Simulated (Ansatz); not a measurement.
**Ta: strong compression**

How does Ta (bcc type) answer strong compression? Methods of the runs shown: PAW. Its runs: cell relaxed at zero pressure (PAW); volume scaled by 1 (PAW); volume scaled by 0.94 (PAW); volume scaled by 0.88 (PAW); volume scaled by 0.8 (PAW); volume scaled by 0.72 (PAW); volume scaled by 0.64 (PAW and PAW (core large)); volume scaled by 0.55 (PAW); volume scaled by 0.45 (PAW and PAW (cutoff 250 eV)).

Method: DFT LDA, with the methods named in each step, in Ansatz 0.2.0.

## Step 1: The system as given

Symmetry: Im-3m, No. 229, cubic system. The conventional cell has a = 3.303 Å, b = 3.303 Å, c = 3.303 Å, α = 90.00°, β = 90.00°, γ = 90.00°. Ta (site symmetry m-3m) has 8 Ta at 2.86 Å as nearest neighbours.

As a file:

```xyz
1
Lattice="-1.6516 1.6516 1.6516 1.6516 -1.6516 1.6516 1.6516 1.6516 -1.6516" Properties=species:S:1:pos:R:3 pbc="T T T"
Ta    0.0000    0.0000    0.0000
```

Whether this phase is the stable one at these pressures isn't tested.

## Step 2: Cell relaxed at zero pressure, PAW

Contents of input.yaml:

```yaml
crystal:
  lattice:
    - [-1.6515748661, 1.6515748661, 1.6515748661]
    - [1.6515748661, -1.6515748661, 1.6515748661]
    - [1.6515748661, 1.6515748661, -1.6515748661]
  atoms:
    - { symbol: Ta, position: [0.0, 0.0, 0.0] }
kpoints:
  mp_grid: { grid: [18, 18, 18] }
scf:
  occupations: { method: fermi_dirac, width: 0.08 }
hamiltonian:
  xc: lda
  pseudopotentials: { kind: paw }
output:
  forces: true
  stress: true
  write_density: true
  write_potential: true
  elf: true
  volumetric_format: npy
relax:
  f_tol: 0.005
  max_steps: 40
  cell: {}
```

Run with:

```bash
$ ansatz run input.yaml --threads 1 --pin off --max-ram 2048MiB --backend cpu --events-out ev --progress --plain --runs-dir out
```

After this run come: Volume scaled by 1, PAW; Volume scaled by 0.94, PAW; Volume scaled by 0.88, PAW; Volume scaled by 0.8, PAW; Volume scaled by 0.72, PAW; Volume scaled by 0.64, PAW; Volume scaled by 0.64, PAW (core large); Volume scaled by 0.55, PAW; Volume scaled by 0.45, PAW; Volume scaled by 0.45, PAW (cutoff 250 eV).

Q: Predict the outcome of this session. Wanted: PAW pressure at 0.45 of the volume; fitted bulk modulus at zero pressure.

The runs gave:

| quantity | value |
| --- | --- |
| PAW pressure at 0.45 of the volume | 827.6 GPa |
| PAW (cutoff 250 eV) pressure at 0.45 of the volume | 832.1 GPa |
| fitted bulk modulus at zero pressure (PAW) | 207 GPa |
| its pressure derivative | 3.98 |

At 0.45 of the starting volume PAW gives 828 GPa. A third-order Birch-Murnaghan curve fits the range only roughly (B₀ = 207 GPa, B′ = 3.98, misfit at most 5.80 GPa). A fit over so wide a range leans to the high pressures, so B₀ can be off by several per cent. No all-electron run checks these rows here, and frozen cores can fail under such compression. The ions are at rest, and the electrons smeared by 0.08 eV. Spin-orbit coupling is left out, though the cell holds Ta; in elements this heavy it can shift bands and gaps by tenths of an eV.
